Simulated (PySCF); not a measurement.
# C3H9NbSe (NbSeMe3): the cost of one run

Computed with PySCF 2.14.0 and routines of our own; the level stands in each step. Atoms count from 0.

## Step 1: The starting structure

14 atoms, charge 0, multiplicity 1; geometry from: GFN2-xTB.

## Step 2: Relaxing the molecule at PBE0-D3(BJ)/def2-SVP

Job settings and geometry (Å):

```
{"job": {"xc": "PBE0", "basis": "def2-SVP", "d3": "d3bj", "grid": 1, "maxiter": 30, "shake": 0.03, "kind": "geom"}, "charge": 0, "multiplicity": 1}
Nb     0.080300    -0.045690     0.310740
Se    -0.010460     0.003380     2.626620
C      2.144300    -0.024270    -0.182380
H      2.869310     0.817730     0.283970
H      2.360540     0.003440    -1.276810
H      2.648350    -0.935640     0.203760
C     -1.111230     1.878280    -0.159840
H     -2.113640     1.841410     0.233400
H     -1.234670     2.030820    -1.192670
H     -0.694770     2.792230     0.276250
C     -1.085020    -1.866060    -0.175420
H     -2.082590    -1.846830     0.170390
H     -0.662580    -2.716460     0.199710
H     -1.127280    -1.976150    -1.274510
```

The run is started by

```sh
$ OMP_NUM_THREADS=1 python heavy_run.py task.json out
```

The driver reads the jobs from task.json and runs them one after another.

Q: Estimate the wall time and peak memory of this first job on 1 thread of Arm Neoverse V2, shared host.

About 2.1 min, with a peak of 0.57 GiB.
